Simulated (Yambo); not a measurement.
# BiTe (R-3m) in Yambo: notebook

One crystal, BiTe, is run at these levels: PBE; tasks: optical spectrum.

Everything below comes from runs of Yambo 5.3.0. Logs are shortened: lines on timing, memory, paths and dates and some standing lists are left out, and cuts for length are marked.

**1. The crystal as given**

Symmetry: R-3m, No. 166, trigonal system. The conventional cell has a = 4.845 Å, b = 4.845 Å, c = 9.952 Å, α = 90.00°, β = 90.00°, γ = 120.00°. Bi (site symmetry -3m) has 6 Te at 3.25 Å as nearest neighbours. Te (site symmetry -3m) has 6 Bi at 3.25 Å as nearest neighbours.

The cell comes from a database or a generator and needn't be the stable form of this composition.

**2. Optical spectrum, PBE**

Input file optics0.in:

```
optics
chi
Chimod= "IP"
% BndsRnXd
 1 | 41 |
%
% LongDrXd
 1 | 0 | 0 |
%
% QpntsRXd
 1 | 1 |
%
% EnRngeXd
 0 | 20 | eV
%
% DmRngeXd
 0.1 | 0.1 | eV
%
ETStpsXd= 200
```

Input file scf.in:

```
&CONTROL
  calculation = 'scf'
  prefix = 'pwscf'
  outdir = './tmp'
  pseudo_dir = './pseudo'
/
&SYSTEM
  ibrav = 0
  nat = 2
  ntyp = 2
  ecutwfc = 80
  nbnd = 23
  occupations = 'smearing'
  smearing = 'fd'
  degauss = 0.00367493
  force_symmorphic = .true.
/
&ELECTRONS
  conv_thr = 4d-10
  electron_maxstep = 120
  mixing_beta = 0.5
/
ATOMIC_SPECIES
Bi   208.9804 Bi.upf
Te   127.6000 Te.upf
CELL_PARAMETERS angstrom
   2.4227077728    1.3987509848    3.3172919545
  -2.4227077728    1.3987509848    3.3172919545
   0.0000000000   -2.7975019696    3.3172919545
ATOMIC_POSITIONS crystal
Bi     0.5000000000    0.5000000000    0.5000000000
Te     0.0000000000    0.0000000000    0.0000000000
K_POINTS automatic
8 8 8 0 0 0
```

Input file nscf.in:

```
&CONTROL
  calculation = 'nscf'
  prefix = 'pwscf'
  outdir = './tmp'
  pseudo_dir = './pseudo'
/
&SYSTEM
  ibrav = 0
  nat = 2
  ntyp = 2
  ecutwfc = 80
  nbnd = 46
  occupations = 'smearing'
  smearing = 'fd'
  degauss = 0.00367493
  force_symmorphic = .true.
/
&ELECTRONS
  conv_thr = 1d-08
  diago_full_acc = .true.
  diago_thr_init = 1d-06
/
ATOMIC_SPECIES
Bi   208.9804 Bi.upf
Te   127.6000 Te.upf
CELL_PARAMETERS angstrom
   2.4227077728    1.3987509848    3.3172919545
  -2.4227077728    1.3987509848    3.3172919545
   0.0000000000   -2.7975019696    3.3172919545
ATOMIC_POSITIONS crystal
Bi     0.5000000000    0.5000000000    0.5000000000
Te     0.0000000000    0.0000000000    0.0000000000
K_POINTS automatic
8 8 8 0 0 0
```

Potentials or basis: PseudoDojo 0.4.1 SR PBE standard.

The run is started by

```
OMP_NUM_THREADS=1 pw.x -in scf.in > scf.out
OMP_NUM_THREADS=1 pw.x -in nscf.in > nscf.out
cd tmp/pwscf.save; p2y; mv SAVE ../..; cd ../..
OMP_NUM_THREADS=1 yambo
OMP_NUM_THREADS=1 yambo -F optics0.in -J optics0 -C optics0_out
```

Yambo's report:

```text
[... sections 02.01 to 02.04 as in the set-up run ...]

[... 5 lines left out ...]
  [X] Bosonic    Temperature                        :  0.258606E-1   300.100    [eV K]
  [X] Finite Temperature mode                       : yes
  [X] El. density                                   :  0.45961E+24 [cm-3]
  [X] Fermi Level                                   :  10.10948 [eV]

  [X] === Gaps and Widths ===
  [X] Conduction Band Min                           :  10.10948 [eV]
  [X] Valence Band Max                              :  10.10948 [eV]
  [X] Filled Bands                                  :  15
  [X] Metallic Bands                                :  16  18
  [X] Empty Bands                                   :   19   46

  [X] === Metallic Characters ===
  [X] N of el / N of met el                         :  31.00000   1.18549
  [X] Average metallic occ.                         :  0.098791

  [WARNING] [X] Metallic system

 [03] Transferred momenta grid and indexing
 ==========================================

 IBZ Q-points                                      :   65
 BZ  Q-points                                      :   512

 K/Q-points units:
 rlu = crystal or reduced units; cc = cartesian coordinates; iku = interal k-units

 Q [ 1]         [rlu]:  0.000000  0.000000  0.000000
 Q [ 2]         [rlu]:  0.12515E-17  0.12515E-17  0.12500
 Q [ 3]         [rlu]:  0.16349E-16  0.16349E-16  0.25000
 Q [ 4]         [rlu]:  0.31367E-16  0.59122E-16  0.37500
 Q [ 5]         [rlu]: -0.32698E-16 -0.32698E-16 -0.50000
 Q [ 6]         [rlu]:  0.44105E-16  0.12500      0.12500
 Q [ 7]         [rlu]:  0.45308E-16  0.12500      0.25000
 Q [ 8]         [rlu]:  0.88209E-16  0.12500      0.37500
 Q [ 9]         [rlu]:  0.63371E-17  0.12500      0.50000
 Q [10]         [rlu]:  0.11407E-16  0.12500     -0.37500
 Q [11]         [rlu]: -0.12197E-17  0.12500     -0.25000
 Q [12]         [rlu]:  0.33402E-16  0.12500     -0.12500
 Q [13]         [rlu]:  0.88209E-16  0.25000      0.25000
 Q [14]         [rlu]:  0.11717E-15  0.25000      0.37500
 Q [15]         [rlu]: -0.47779E-16  0.25000      0.50000
[... 33 lines left out ...]
 Q [49]         [rlu]:  0.250000  0.250000  0.500000
 Q [50]         [rlu]:  0.250000  0.250000  0.625000

 Remaining 15 points informations can be written running with -fatlog

 [WARNING] [Xd] User bands 1-41 break level degeneracy

 [04] Dipoles
 ============

  [04.01] Setup: observables and procedures
  =========================================

  [WF-Oscillators/G space/Transverse up loader] Normalization (few states)  min/max  :  0.90315E-18   1.0000

  [WR./optics0//ndb.dipoles]------------------------------------------------------
   Brillouin Zone Q/K grids (IBZ/BZ)                :    65   512    65   512
   RL vectors                                       :   6799 [WF]
   Fragmentation                                    : yes
   Electronic Temperature                           :  300.1000 [K]
   Bosonic    Temperature                           :  300.1000 [K]
   DIP band range                                   :    1   41
   DIP band range limits                            :  18  16
   DIP e/h energy range                             : -1.000000 -1.000000 [eV]
   RL vectors in the sum                            :   6799
   [r,Vnl] included                                 : yes
   Bands ordered                                    : yes
   Direct v evaluation                              : no
   Approach used                                    : G-space v
   Dipoles computed                                 : R V P [G-space]
   Wavefunctions                                    : Perdew, Burke & Ernzerhof(X)+Perdew, Burke & Ernzerhof(C)

  [WARNING] [r,Vnl^pseudo] included in position and velocity dipoles.

  [WARNING] In case H contains other non local terms, these are neglected

 [05] Optics
 ===========

 [X-CG] R(p) Tot o/o(of R):   21483  208804     100

 [WARNING] The system is a metal but Drude term not included.
```

Wall time 3.2 min (1 thread of Arm Neoverse V2, shared host); peak memory 0.29 GiB.

Results:

```
Band gap on the k mesh, mean-field level : none (metal or under the smearing width)
```

Dielectric function (along the field direction of the input):
```tsv
energy (eV)	real part	imaginary part
0.30	-2.46	92.29
0.80	-8.56	12.04
1.31	16.66	19.11
1.81	-3.46	13.48
2.31	-2.43	8.67
2.81	-1.67	7.08
3.32	-2.22	3.32
3.82	-0.88	1.92
4.32	0.70	1.23
4.82	1.49	0.91
5.33	2.40	1.49
5.83	3.33	3.39
6.33	2.37	5.20
6.83	1.83	3.66
7.34	-1.12	4.80
7.84	-1.27	2.54
8.34	-0.89	1.74
8.84	-0.61	1.94
9.35	-0.28	0.98
9.85	-0.20	1.15
10.35	0.02	0.90
10.85	0.11	0.88
11.36	0.21	0.93
11.86	0.14	0.82
12.36	0.17	0.79
12.86	0.36	0.80
13.37	0.25	0.70
13.87	0.30	0.74
14.37	0.30	0.62
14.87	0.21	0.60
15.38	0.25	0.52
15.88	0.30	0.26
16.38	0.33	0.24
16.88	0.48	0.19
17.39	0.52	0.21
17.89	0.57	0.14
18.39	0.63	0.15
18.89	0.67	0.15
19.40	0.72	0.11
20.00	0.73	0.11
```

Caveat: the intraband (Drude) term of the metal is left out; the ground state has no gap, which makes the many-body step unreliable; spectra need much finer meshes, so this one isn't converged; independent-particle spectra lack excitons; spin-orbit coupling is left out, which moves the levels of the heavy elements.

**3. Optical spectrum, PBE**

Input file optics1.in:

```
optics
chi
Chimod= "HARTREE"
% BndsRnXd
 1 | 41 |
%
NGsBlkXd= 3 Ry
% LongDrXd
 1 | 0 | 0 |
%
% QpntsRXd
 1 | 1 |
%
% EnRngeXd
 0 | 20 | eV
%
% DmRngeXd
 0.1 | 0.1 | eV
%
ETStpsXd= 200
```

scf.in is that of step 2.

nscf.in is that of step 2.

Potentials or basis: PseudoDojo 0.4.1 SR PBE standard.

The run is started by

```
OMP_NUM_THREADS=1 pw.x -in scf.in > scf.out
OMP_NUM_THREADS=1 pw.x -in nscf.in > nscf.out
cd tmp/pwscf.save; p2y; mv SAVE ../..; cd ../..
OMP_NUM_THREADS=1 yambo
OMP_NUM_THREADS=1 yambo -F optics1.in -J optics1 -C optics1_out
```

Yambo's report:

```text
[... sections 02.01 to 02.04 as in the set-up run ...]

[... 5 lines left out ...]
  [X] Bosonic    Temperature                        :  0.258606E-1   300.100    [eV K]
  [X] Finite Temperature mode                       : yes
  [X] El. density                                   :  0.45961E+24 [cm-3]
  [X] Fermi Level                                   :  10.10948 [eV]

  [X] === Gaps and Widths ===
  [X] Conduction Band Min                           :  10.10948 [eV]
  [X] Valence Band Max                              :  10.10948 [eV]
  [X] Filled Bands                                  :  15
  [X] Metallic Bands                                :  16  18
  [X] Empty Bands                                   :   19   46

  [X] === Metallic Characters ===
  [X] N of el / N of met el                         :  31.00000   1.18549
  [X] Average metallic occ.                         :  0.098791

  [WARNING] [X] Metallic system

 [03] Transferred momenta grid and indexing
[... 56 lines left out ...]
 Q [49]         [rlu]:  0.250000  0.250000  0.500000
 Q [50]         [rlu]:  0.250000  0.250000  0.625000

 Remaining 15 points informations can be written running with -fatlog

 [WARNING] [Xd] User bands 1-41 break level degeneracy

 [04] Dipoles
 ============

  [04.01] Setup: observables and procedures
  =========================================

  [WF-Oscillators/G space/Transverse up loader] Normalization (few states)  min/max  :  0.90315E-18   1.0000

  [WR./optics1//ndb.dipoles]------------------------------------------------------
   Brillouin Zone Q/K grids (IBZ/BZ)                :    65   512    65   512
   RL vectors                                       :   6799 [WF]
   Fragmentation                                    : yes
   Electronic Temperature                           :  300.1000 [K]
   Bosonic    Temperature                           :  300.1000 [K]
   DIP band range                                   :    1   41
   DIP band range limits                            :  18  16
   DIP e/h energy range                             : -1.000000 -1.000000 [eV]
   RL vectors in the sum                            :   6799
   [r,Vnl] included                                 : yes
   Bands ordered                                    : yes
   Direct v evaluation                              : no
   Approach used                                    : G-space v
   Dipoles computed                                 : R V P [G-space]
   Wavefunctions                                    : Perdew, Burke & Ernzerhof(X)+Perdew, Burke & Ernzerhof(C)

  [WARNING] [r,Vnl^pseudo] included in position and velocity dipoles.

  [WARNING] In case H contains other non local terms, these are neglected

 [05] Optics
 ===========

 [X-CG] R(p) Tot o/o(of R):   21483  208804     100

 [WARNING] The system is a metal but Drude term not included.
```

o-optics1.eps_q1_inv_rpa_dyson:

```text
# Absorption @ Q(1):   1.00000000      0.00000000      0.00000000    [q->0 direction]
#
# [ X ] Hartree size                              :   57
# [GEN] GF Energies                               : Perdew, Burke & Ernzerhof(X)+Perdew, Burke & Ernzerhof(C)
# [GEN] Green`s Function                          : Retarded
#
# [GEN] Gauge                                     : Length
# [GEN] [r,Vnl] included                          : yes
#
#    E[1] [eV]          Im(eps)            Re(eps)            Im(eps_o)          Re(eps_o)
#
        0.000000          -0.610153E-5        277.1837           0.12832E-15        278.1820
        0.100503           146.7972           114.8095           146.8211           115.9309
        0.201005           114.9226           53.01931           115.2769           54.08327
        0.301508           92.00167          -3.255286           92.28634          -2.458075
        0.402010           57.36904          -10.43936           57.59234          -9.695587
        0.502513           38.95042          -10.58788           39.11333          -9.835527
[... 192 lines left out ...]
        19.89950           0.180821           0.713332           0.130701           0.722118
        20.00000           0.148943           0.707650           0.112483           0.733937
#
```

It took 3.5 min on 1 thread of Arm Neoverse V2, shared host; peak memory 0.92 GiB.

Results:

- Band gap on the k mesh, mean-field level: none (metal or under the smearing width)

Dielectric function (along the field direction of the input):
| energy (eV) | real part | imaginary part |
| --- | --- | --- |
| 0.30 | -3.26 | 92.00 |
| 1.31 | 15.31 | 17.79 |
| 2.31 | -2.48 | 8.23 |
| 3.32 | -2.43 | 3.35 |
| 4.42 | 0.24 | 1.28 |
| 5.43 | 1.82 | 1.09 |
| 6.43 | 1.09 | 3.61 |
| 7.54 | -0.73 | 2.92 |
| 8.54 | -0.23 | 1.53 |
| 9.55 | 0.04 | 1.09 |
| 10.65 | 0.12 | 0.77 |
| 11.66 | 0.34 | 0.69 |
| 12.66 | 0.47 | 0.45 |
| 13.77 | 0.54 | 0.48 |
| 14.77 | 0.63 | 0.42 |
| 15.78 | 0.43 | 0.71 |
| 16.88 | 0.51 | 0.24 |
| 17.89 | 0.60 | 0.21 |
| 18.89 | 0.68 | 0.18 |
| 20.00 | 0.71 | 0.15 |

Caveat: the intraband (Drude) term of the metal is left out; the ground state has no gap, which makes the many-body step unreliable; spectra need much finer meshes, so this one isn't converged; these spectra lack excitons; spin-orbit coupling is left out, which moves the levels of the heavy elements.

**4. Optical spectrum, PBE**

Input file optics2.in:

```
optics
chi
tddft
Chimod= "ALDA"
% BndsRnXd
 1 | 41 |
%
NGsBlkXd= 3 Ry
% LongDrXd
 1 | 0 | 0 |
%
% QpntsRXd
 1 | 1 |
%
% EnRngeXd
 0 | 20 | eV
%
% DmRngeXd
 0.1 | 0.1 | eV
%
ETStpsXd= 200
FxcGRLc= 3 Ry
VXCRLvcs= 3 Ry
```

scf.in is that of step 3.

nscf.in is that of step 3.

Potentials or basis: PseudoDojo 0.4.1 SR PBE standard.

The run is started by

```
OMP_NUM_THREADS=1 pw.x -in scf.in > scf.out
OMP_NUM_THREADS=1 pw.x -in nscf.in > nscf.out
cd tmp/pwscf.save; p2y; mv SAVE ../..; cd ../..
OMP_NUM_THREADS=1 yambo
OMP_NUM_THREADS=1 yambo -F optics2.in -J optics2 -C optics2_out
```

Yambo's report:

```text
[... sections 02.01 to 02.04 as in the set-up run ...]

[... 5 lines left out ...]
  [X] Bosonic    Temperature                        :  0.258606E-1   300.100    [eV K]
  [X] Finite Temperature mode                       : yes
  [X] El. density                                   :  0.45961E+24 [cm-3]
  [X] Fermi Level                                   :  10.10948 [eV]

  [X] === Gaps and Widths ===
  [X] Conduction Band Min                           :  10.10948 [eV]
  [X] Valence Band Max                              :  10.10948 [eV]
  [X] Filled Bands                                  :  15
  [X] Metallic Bands                                :  16  18
  [X] Empty Bands                                   :   19   46

  [X] === Metallic Characters ===
  [X] N of el / N of met el                         :  31.00000   1.18549
  [X] Average metallic occ.                         :  0.098791

  [WARNING] [X] Metallic system

 [03] Transferred momenta grid and indexing
 ==========================================

 IBZ Q-points                                      :   65
 BZ  Q-points                                      :   512

 K/Q-points units:
 rlu = crystal or reduced units; cc = cartesian coordinates; iku = interal k-units

 Q [ 1]         [rlu]:  0.000000  0.000000  0.000000
 Q [ 2]         [rlu]:  0.12515E-17  0.12515E-17  0.12500
 Q [ 3]         [rlu]:  0.16349E-16  0.16349E-16  0.25000
 Q [ 4]         [rlu]:  0.31367E-16  0.59122E-16  0.37500
 Q [ 5]         [rlu]: -0.32698E-16 -0.32698E-16 -0.50000
 Q [ 6]         [rlu]:  0.44105E-16  0.12500      0.12500
 Q [ 7]         [rlu]:  0.45308E-16  0.12500      0.25000
 Q [ 8]         [rlu]:  0.88209E-16  0.12500      0.37500
 Q [ 9]         [rlu]:  0.63371E-17  0.12500      0.50000
 Q [10]         [rlu]:  0.11407E-16  0.12500     -0.37500
 Q [11]         [rlu]: -0.12197E-17  0.12500     -0.25000
 Q [12]         [rlu]:  0.33402E-16  0.12500     -0.12500
 Q [13]         [rlu]:  0.88209E-16  0.25000      0.25000
 Q [14]         [rlu]:  0.11717E-15  0.25000      0.37500
 Q [15]         [rlu]: -0.47779E-16  0.25000      0.50000
[... 33 lines left out ...]
 Q [49]         [rlu]:  0.250000  0.250000  0.500000
 Q [50]         [rlu]:  0.250000  0.250000  0.625000

 Remaining 15 points informations can be written running with -fatlog

 [WARNING] [Xd] User bands 1-41 break level degeneracy

 [04] Dipoles
 ============

  [04.01] Setup: observables and procedures
  =========================================

  [WF-Oscillators/G space/Transverse up loader] Normalization (few states)  min/max  :  0.90315E-18   1.0000

  [WR./optics2//ndb.dipoles]------------------------------------------------------
   Brillouin Zone Q/K grids (IBZ/BZ)                :    65   512    65   512
   RL vectors                                       :   6799 [WF]
   Fragmentation                                    : yes
   Electronic Temperature                           :  300.1000 [K]
   Bosonic    Temperature                           :  300.1000 [K]
   DIP band range                                   :    1   41
   DIP band range limits                            :  18  16
   DIP e/h energy range                             : -1.000000 -1.000000 [eV]
   RL vectors in the sum                            :   6799
   [r,Vnl] included                                 : yes
   Bands ordered                                    : yes
   Direct v evaluation                              : no
   Approach used                                    : G-space v
   Dipoles computed                                 : R V P [G-space]
   Wavefunctions                                    : Perdew, Burke & Ernzerhof(X)+Perdew, Burke & Ernzerhof(C)

  [WARNING] [r,Vnl^pseudo] included in position and velocity dipoles.

  [WARNING] In case H contains other non local terms, these are neglected

 [05] Optics
 ===========

 [xc] Functional : Perdew, Burke & Ernzerhof(X)+Perdew, Burke & Ernzerhof(C)
 [xc] LIBXC used to calculate xc functional
  PP Number of Atomic Species                      :  2
  NLCC RL compoments                               :   43955
 [X-CG] R(p) Tot o/o(of R):   21483  208804     100

 [WARNING] The system is a metal but Drude term not included.
```

Wall time 3.5 min (1 thread of Arm Neoverse V2, shared host); peak memory 0.91 GiB.

Results:

| Item | Value |
| --- | --- |
| Band gap on the k mesh, mean-field level | none (metal or under the smearing width) |

Dielectric function (along the field direction of the input):
```csv
energy (eV),real part,imaginary part
0.30,-3.02,92.03
0.80,-9.04,11.95
1.31,15.97,18.58
1.81,-3.71,13.20
2.31,-2.60,8.41
2.81,-1.79,6.80
3.32,-2.41,3.24
3.82,-1.17,1.87
4.32,0.31,1.15
4.82,0.98,0.84
5.33,1.76,1.28
5.83,2.62,2.67
6.33,2.06,4.00
6.83,1.43,2.60
7.34,-0.13,4.17
7.84,-0.89,2.42
8.34,-0.69,1.63
8.84,-0.28,1.78
9.35,-0.26,0.88
9.85,-0.12,1.03
10.35,0.05,0.76
10.85,0.12,0.68
11.36,0.29,0.69
11.86,0.27,0.67
12.36,0.32,0.62
12.86,0.50,0.55
13.37,0.44,0.55
13.87,0.53,0.52
14.37,0.54,0.44
14.87,0.64,0.52
15.38,0.69,0.52
15.88,0.33,0.49
16.38,0.32,0.38
16.88,0.50,0.22
17.39,0.57,0.25
17.89,0.59,0.19
18.39,0.63,0.18
18.89,0.67,0.17
19.40,0.71,0.12
20.00,0.71,0.13
```

Caveat: the LDA kernel is used on GGA states, which is inconsistent by a few percent; the intraband (Drude) term of the metal is left out; the ground state has no gap, which makes the many-body step unreliable; spectra need much finer meshes, so this one isn't converged; these spectra lack excitons; spin-orbit coupling is left out, which moves the levels of the heavy elements.

(Continued in part 2 of 2.)
